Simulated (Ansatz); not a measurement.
**CH₅InOS₂: how energies converge with the basis set**

Aim: see how fast density functionals converge with the basis set for CH₅InOS₂.

The runs use Ansatz 0.2.0, Gaussian basis; one geometry, several basis sets.

Plan: PBE0-D4/def2-SVP; ωB97M-V/def2-SVP; PBE0-D4/def2-QZVPP; ωB97M-V/def2-QZVPP; the functionals' def2-TZVPP values are taken from earlier runs.

## (1) The relaxed structure

An earlier PBE0-D4 in a triple-zeta def2 set relaxation fixed the geometry. In takes the def2 core potential; no spin-orbit term is included.

SMILES `C[O][In]([SH])[SH]`, 10 atoms, charge 0, spin multiplicity 1.

Atoms are counted from 1 here; the program's logs count them from 0.

Bond lengths: C1–O2 1.402 Å, C1–H6 1.099 Å, C1–H7 1.095 Å, C1–H8 1.099 Å, O2–In3 1.981 Å, In3–S4 2.360 Å, In3–S5 2.372 Å, S4–H9 1.345 Å, S5–H10 1.345 Å. Angles: O2–C1–H6 112.9°, O2–C1–H7 108.4°, O2–C1–H8 112.8°, H6–C1–H7 107.3°, H6–C1–H8 107.8°, H7–C1–H8 107.3°, C1–O2–In3 121.8°, O2–In3–S4 115.1°, O2–In3–S5 118.4°, S4–In3–S5 126.5°, In3–S4–H9 91.5°, In3–S5–H10 92.0°.

## (2) PBE0-D4 in def2-SVP

in.yaml

```yaml
crystal:
  periodic: [false, false, false]
  atoms:
    - {symbol: C, position_ang: [-0.011811, 0.976191, 1.359078]}
    - {symbol: O, position_ang: [-0.168885, -0.346234, 0.919558]}
    - {symbol: In, position_ang: [-0.011810, -0.836079, -0.993858]}
    - {symbol: S, position_ang: [-0.317811, -3.127805, -1.469377]}
    - {symbol: S, position_ang: [0.457897, 0.880242, -2.562122]}
    - {symbol: H, position_ang: [0.982296, 1.386900, 1.131977]}
    - {symbol: H, position_ang: [-0.131156, 0.996009, 2.447494]}
    - {symbol: H, position_ang: [-0.762299, 1.658482, 0.935331]}
    - {symbol: H, position_ang: [-0.523127, -3.405842, -0.169374]}
    - {symbol: H, position_ang: [0.486706, 1.818156, -1.598705]}
basis:
  gaussian: {orbitals: def2-SVP}
hamiltonian: {xc: pbe0, dispersion: d4}
output: {orbitals: {seedname: orbitals}}
```

On the command line:

```sh
> ansatz run in.yaml --threads 4 --pin off --events-out ev --progress --plain --max-ram 10444MiB
```

Standard output:

```text
Functional definition: PBE0
  name "PBE0"
  cite "Adamo & Barone, J. Chem. Phys. 110, 6158 (1999) doi:10.1063/1.478522"
  cite "Perdew, Burke & Ernzerhof, Phys. Rev. Lett. 77, 3865 (1996) doi:10.1103/PhysRevLett.77.3865"
  parent pbe
  parameter a = 0.25
  parameter kappa = 0.804
  parameter beta = 0.06672455060314922
  exchange = (1 - a)*pbe_x(kappa = kappa, mu = beta*pi^2/3) + a*exact_x
  correlation = pbe_c(beta = beta)
1194 factors; integrals over basis functions are off by at most 1.6e-3 eV
mean field evaluation 1: about -29985.5921 eV, gradient 5.1e1 eV
mean field evaluation 2: about -29952.2231 eV, gradient 1.3e2 eV
mean field evaluation 4: about -29991.2737 eV, gradient 8.0e0 eV
mean field evaluation 8: about -29991.5869 eV, gradient 4.0e-1 eV
mean field evaluation 16: about -29991.5872 eV, gradient 1.6e-4 eV
mean field -29991.58723796 eV, -1102.1705019670 hartree, gradient 5.9e-6 eV, S^2 0.000000; 0 other end points of the search recorded, 0 dependent functions left out
reference -29991.58727057 eV, -1102.1705031655 hartree; 36, 36 occupied and 79, 79 virtual orbitals, 1194 factors
Total energy: -29991.79864705 eV, -1102.1782711079 hartree
```

It took 1.6 s on 4 threads of Arm Neoverse V1, shared host.

## (3) ωB97M-V in def2-SVP

Changes to in.yaml since step 2:

```diff
@@ -15,3 +15,3 @@
   gaussian: {orbitals: def2-SVP}
-hamiltonian: {xc: pbe0, dispersion: d4}
+hamiltonian: {xc: {name: wB97M-V}}
 output: {orbitals: {seedname: orbitals}}
```

Launched as before.

Standard output, shortened:

```text
Functional definition: wB97M-V
  name "wB97M-V"
  cite "Mardirossian & Head-Gordon, J. Chem. Phys. 144, 214110 (2016) doi:10.1063/1.4952647"
  cite "Becke, J. Chem. Phys. 107, 8554 (1997) doi:10.1063/1.475007"
  cite "Vydrov & Van Voorhis, J. Chem. Phys. 133, 244103 (2010) doi:10.1063/1.3521275"
  # Of w^i u^j: cxij and so on, Table III.
[...]
  gx(w, u) = 1 - cx + cx01*u + cx10*w
  gss(w, u) = css00 + css04*u^4 + css10*w + css20*w^2 + css43*w^4*u^3
  gos(w, u) = cos00 + cos10*w + (cos20 + cos21*u)*w^2 + (cos60 + cos61*u)*w^6
[...]
      + integral(e_c_pw_mod_opposite_spin*gos(b97_w_opposite, b97_u_opposite)) + vv10(b, c)
1194 factors; integrals over basis functions are off by at most 1.6e-3 eV
338 factors; integrals over basis functions are off by at most 9.9e-6 eV
[...]
mean field -29998.69506817 eV, -1102.4317099095 hartree, gradient 1.7e-5 eV, S^2 0.000000; 0 other end points of the search recorded, 0 dependent functions left out
reference -29998.69512179 eV, -1102.4317118801 hartree; 36, 36 occupied and 79, 79 virtual orbitals, 1194 factors
Total energy: -29998.69512179 eV, -1102.4317118801 hartree
```

Run time: 7.5 s. Hardware: 4 threads of Arm Neoverse V1, shared host.

## (4) PBE0-D4 in def2-QZVPP

Changes to in.yaml since step 3:

```diff
@@ -14,4 +14,4 @@
 basis:
-  gaussian: {orbitals: def2-SVP}
-hamiltonian: {xc: {name: wB97M-V}}
+  gaussian: {orbitals: "def2-QZVPP.json"}
+hamiltonian: {xc: pbe0, dispersion: d4}
 output: {orbitals: {seedname: orbitals}}
```

Launched as before.

Standard output:

```text
Functional definition: PBE0
  name "PBE0"
  cite "Adamo & Barone, J. Chem. Phys. 110, 6158 (1999) doi:10.1063/1.478522"
  cite "Perdew, Burke & Ernzerhof, Phys. Rev. Lett. 77, 3865 (1996) doi:10.1103/PhysRevLett.77.3865"
  parent pbe
  parameter a = 0.25
  parameter kappa = 0.804
  parameter beta = 0.06672455060314922
  exchange = (1 - a)*pbe_x(kappa = kappa, mu = beta*pi^2/3) + a*exact_x
  correlation = pbe_c(beta = beta)
1911 factors; their error is unknown
mean field evaluation 1: about -29995.9183 eV, gradient 6.3e1 eV
mean field evaluation 2: about -29947.9889 eV, gradient 1.6e2 eV
mean field evaluation 4: about -30003.8091 eV, gradient 1.0e1 eV
mean field evaluation 8: about -30004.0056 eV, gradient 3.2e-1 eV
mean field evaluation 16: about -30004.0740 eV, gradient 3.7e-4 eV
mean field -30004.07396188 eV, -1102.6293806073 hartree, gradient 3.6e-5 eV, S^2 0.000000; 0 other end points of the search recorded, 0 dependent functions left out
reference -30004.07400321 eV, -1102.6293821263 hartree; 36, 36 occupied and 450, 450 virtual orbitals, 1911 factors
Total energy: -30004.28537970 eV, -1102.6371500688 hartree
```

Run time: 14 s. Hardware: 4 threads of Arm Neoverse V1, shared host; peak memory 2.1 GiB.

## (5) ωB97M-V in def2-QZVPP

Changes to in.yaml since step 4:

```diff
@@ -15,3 +15,3 @@
   gaussian: {orbitals: "def2-QZVPP.json"}
-hamiltonian: {xc: pbe0, dispersion: d4}
+hamiltonian: {xc: {name: wB97M-V}}
 output: {orbitals: {seedname: orbitals}}
```

Launched as before.

Standard output, shortened:

```text
Functional definition: wB97M-V
  name "wB97M-V"
  cite "Mardirossian & Head-Gordon, J. Chem. Phys. 144, 214110 (2016) doi:10.1063/1.4952647"
  cite "Becke, J. Chem. Phys. 107, 8554 (1997) doi:10.1063/1.475007"
  cite "Vydrov & Van Voorhis, J. Chem. Phys. 133, 244103 (2010) doi:10.1063/1.3521275"
  # Of w^i u^j: cxij and so on, Table III.
[...]
  gx(w, u) = 1 - cx + cx01*u + cx10*w
  gss(w, u) = css00 + css04*u^4 + css10*w + css20*w^2 + css43*w^4*u^3
  gos(w, u) = cos00 + cos10*w + (cos20 + cos21*u)*w^2 + (cos60 + cos61*u)*w^6
[...]
      + integral(e_c_pw_mod_opposite_spin*gos(b97_w_opposite, b97_u_opposite)) + vv10(b, c)
1815 factors; their error is unknown
408 factors; integrals over basis functions are off by at most 1.5e-5 eV
[...]
mean field -30011.22949973 eV, -1102.8923417733 hartree, gradient 6.0e-5 eV, S^2 0.000000; 0 other end points of the search recorded, 0 dependent functions left out
reference -30011.22956766 eV, -1102.8923442693 hartree; 36, 36 occupied and 450, 450 virtual orbitals, 1815 factors
Total energy: -30011.22956766 eV, -1102.8923442693 hartree
```

It took 29 s on 4 threads of Arm Neoverse V1, shared host; peak memory 2.5 GiB.

## (6) Functionals by basis

The def2-TZVPP values come from earlier runs at the same geometry.

| functional | basis | functions | energy (eV) | from the largest (eV) | HOMO (eV) | LUMO (eV) |
| --- | --- | --- | --- | --- | --- | --- |
| PBE0-D4 | def2-SVP | 115 | -29991.7986 | 12.487 | -7.45 | -1.53 |
| PBE0-D4 | def2-TZVPP | 266 | -30003.3941 | 0.891 | -7.61 | -1.72 |
| PBE0-D4 | def2-QZVPP | 486 | -30004.2854 | 0.000 | -7.64 | -1.80 |
| ωB97M-V | def2-SVP | 115 | -29998.6951 | 12.534 | -9.62 | 0.44 |
| ωB97M-V | def2-TZVPP | 266 | -30010.3752 | 0.854 | -9.82 | 0.15 |
| ωB97M-V | def2-QZVPP | 486 | -30011.2296 | 0.000 | -9.85 | -0.07 |

## (7) Results

| quantity | value |
| --- | --- |
| PBE0-D4: double and triple zeta above quadruple | 12.49, 0.89 eV |
| ωB97M-V: double and triple zeta above quadruple | 12.53, 0.85 eV |

In words: PBE0-D4 gains 11.60 eV from double to triple zeta, then 0.89 eV more. These are total energies; as a rule much of such shifts cancels in differences, which this series doesn't test.

For PBE0-D4 the largest set took about 8 times as long as the smallest (14 s against 1.6 s).
